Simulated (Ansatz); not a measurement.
# FePt: a single-point run

Wanted: a converged single-point run for FePt, and a check of what comes out. The structure is shown as the input types it.

Computed with Ansatz 0.2.0 (DFT, PBE, PAW with Ansatz's default frozen-core files, scalar-relativistic (as first typed), unless a step's input says otherwise).

## Step 1: The structure to begin with

It takes space group P4/mmm (No. 123, tetragonal). The conventional cell has a = 2.722 Å, b = 2.722 Å, c = 3.700 Å, α = 90.00°, β = 90.00°, γ = 90.00°. Fe (site symmetry 4/mmm) is surrounded by 8 Pt at 2.67 Å and 4 Fe at 2.72 Å. Pt (site symmetry 4/mmm) has 8 Fe at 2.67 Å and 4 Pt at 2.72 Å as nearest neighbours.

As a file:

```xyz
2
Lattice="2.7217 0.0000 0.0000 0.0000 2.7217 0.0000 0.0000 0.0000 3.7000" Properties=species:S:1:pos:R:3 pbc="T T T"
Fe    1.3608    1.3608    1.8500
Pt    0.0000    0.0000    0.0000
```

## Step 2: Running it

input.yaml reads:

```yaml
crystal:
  lattice:
    - [2.7216540008, 0.0, 0.0]
    - [0.0, 2.7216540008, 0.0]
    - [0.0, 0.0, 3.7]
  atoms:
    - { symbol: Fe, position: [0.5, 0.5, 0.5], spin: 3.0 }
    - { symbol: Pt, position: [0.0, 0.0, 0.0] }
magnetization:
  spin_polarized: true
kpoints:
  mp_grid: { grid: [12, 12, 9] }
  band_path:
    path:
      - [0.0, 0.0, 0.0]
      - [0.0, 0.5, 0.0]
      - [0.5, 0.5, 0.0]
      - [0.0, 0.0, 0.0]
      - [0.0, 0.0, 0.5]
      - [0.0, 0.5, 0.5]
      - [0.5, 0.5, 0.5]
      - [0.0, 0.0, 0.5]
      - [0.0, 0.5, 0.0]
    npoints: 8
scf:
  occupations: { method: fermi_dirac, width: 0.05 }
  mixing: { algorithm: anderson, beta: 0.001, ndim: 1 }
  max_iter: 50
hamiltonian:
  xc: pbe
  pseudopotentials: { kind: paw }
output:
  forces: true
  stress: true
  eigenvalues: true
  efg: { contact_densities: true }
  populations: true
```

Run with:

```bash
$ ansatz run input.yaml --threads 1 --pin off --max-ram 3072MiB --backend cpu --events-out ev --progress --plain --runs-dir out
```

Q: Will this input give a usable result? If not, why, and what should change?

The run converged and reported no error, with warnings (gradients without spin orbit, stability check not made). Convergence says nothing about whether the input makes sense.

The suspect setting: scf.mixing.algorithm is anderson; scf.mixing.beta is 0.001; scf.mixing.ndim is 1. What could go wrong: mixing too weak. The residual crept for many cycles and then fell at once, which so weak a step can't do by itself: the program changed its mixing. Several mixing settings were changed at once, so this run can't tell how much each is to blame.

Run again and compare: delete scf.mixing.algorithm, scf.mixing.beta and scf.mixing.ndim (the default then holds).
